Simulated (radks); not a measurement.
**Ionisation of Br: one atom, several choices of functional**

The task here is to estimate one member of a computed series from the others.

Method: Dirac Kohn-Sham, spin-unpolarised, spherical densities, point nucleus; open shells fill j = l - 1/2 first. Code: radks (a radial shooting solver on a logarithmic mesh, Libxc functionals) version 1.

## The system

* element: bromine (Z = 35)
* charge: 0
* electrons: 35
* configuration: [Ar] 3d10 4s2 4p5
* ion: Br⁺, [Ar] 3d10 4s2 4p4
* choices: PW91; BLYP; PBE; B86b exchange with PBE correlation; Wu-Cohen GGA; RPBE

Set-up of the first run:

The run's settings:

```text
Z 35
configuration [Ar] 3d10 4s2 4p5
relativity Dirac
functional pw91,pw91
spin unpolarised
j_filling energy
nucleus point
c 137.035999084
```

Run with:

```
$ python run_ks.py task.json out
```

The same process makes all the runs of this session.

Among the steps run: PW91: Br; PW91: Br⁺; BLYP: Br; BLYP: Br⁺; PBE: Br; PBE: Br⁺; B86b exchange with PBE correlation: Br; B86b exchange with PBE correlation: Br⁺; Wu-Cohen GGA: Br; Wu-Cohen GGA: Br⁺; RPBE: Br; RPBE: Br⁺.

One of the session's tables, all rows but one given; the rest of the session is left out.

```
                        functional  Δ-SCF (eV)  −ε(HOMO) (eV)  <r> HOMO (bohr)
                              PW91      12.401          7.725            2.123
                              BLYP      12.190          7.523            2.132
                               PBE           ?              ?                ?
B86b exchange with PBE correlation      12.364          7.691            2.122
                      Wu-Cohen GGA      12.350          7.669            2.117
                              RPBE      12.316          7.646            2.125
```

Q: Estimate the row for PBE from the others.

**Answer.** Δ-SCF (eV): 12.345; −ε(HOMO) (eV): 7.675; <r> HOMO (bohr): 2.124. In the column «Δ-SCF (eV)» it lies between RPBE (12.316) and Wu-Cohen GGA (12.350).

Spin polarisation and multiplet splitting are left out, so open shells lie too high by an amount that depends on their filling.
